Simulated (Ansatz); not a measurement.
This script makes the interaction energy of a dimer with the counterpoise correction of ClI with Ansatz 0.2.0, Python API.

`dimer.py`
```python
import ansatz as az

BASIS_SET = "def2-SVP"
XC = "pbe0"

FIRST = [
    ("I", (0.0, 0.0, -1.14)),
    ("Cl", (0.0, 0.0, 1.14)),
]
SECOND = [
    ("I", (-2.8009, -1.8721, 1.0089)),
    ("Cl", (-1.5538, -2.1107, 2.9026)),
]

def energy(atoms, ghosts=()):
    molecule = az.Crystal.molecule()
    for symbol, xyz in atoms:
        molecule = molecule.atom(symbol, xyz)
    calc = (
        molecule.calculation()
        .basis(gaussian=BASIS_SET)
        .functional(XC)
    )
    deck = calc.input()
    if ghosts:
        deck = deck.set(az.key.basis.gaussian.ghost_atoms, [{"symbol": s, "position_ang": list(xyz)} for s, xyz in ghosts])
    return az.Session.from_dict(deck).plan().execute().report["free_energy_ev"]

both = energy(FIRST + SECOND)
alone = energy(FIRST) + energy(SECOND)
ghosted = energy(FIRST, SECOND) + energy(SECOND, FIRST)
print(f"dimer {both:.6f} eV")
print(f"interaction, uncorrected   {(both - alone):8.3f} eV")
print(f"interaction, counterpoise  {(both - ghosted):8.3f} eV")
print(f"basis-set superposition    {(alone - ghosted):8.3f} eV")
```

How large is the interaction at this pose, and how much of it is basis-set superposition?

Uncorrected it is 0.105 eV, with the counterpoise correction 0.177 eV; the difference, 0.07 eV, is the superposition error. In this basis both values are repulsive.

The output:

```console
$ python dimer.py
dimer -41230.678865 eV
interaction, uncorrected      0.105 eV
interaction, counterpoise     0.177 eV
basis-set superposition       0.072 eV
```

The settings weren't tested for convergence. The dimer is a generated trial pose of unrelaxed monomers, not a minimum, so the figure is no binding energy, and the basis set is small. def2 sets replace the cores of elements past krypton by effective core potentials. This level lacks the dispersion part of the attraction (electrostatics and induction are there), which can decide the sign where the interaction is weak. The spin state was assumed, and another may lie lower. Wall time of the script: 8.5 s on 1 thread of Arm Neoverse V2 (shared host), peak memory 0.26 GiB.

(Lines on the test bed's own set-up are left out of the output.)
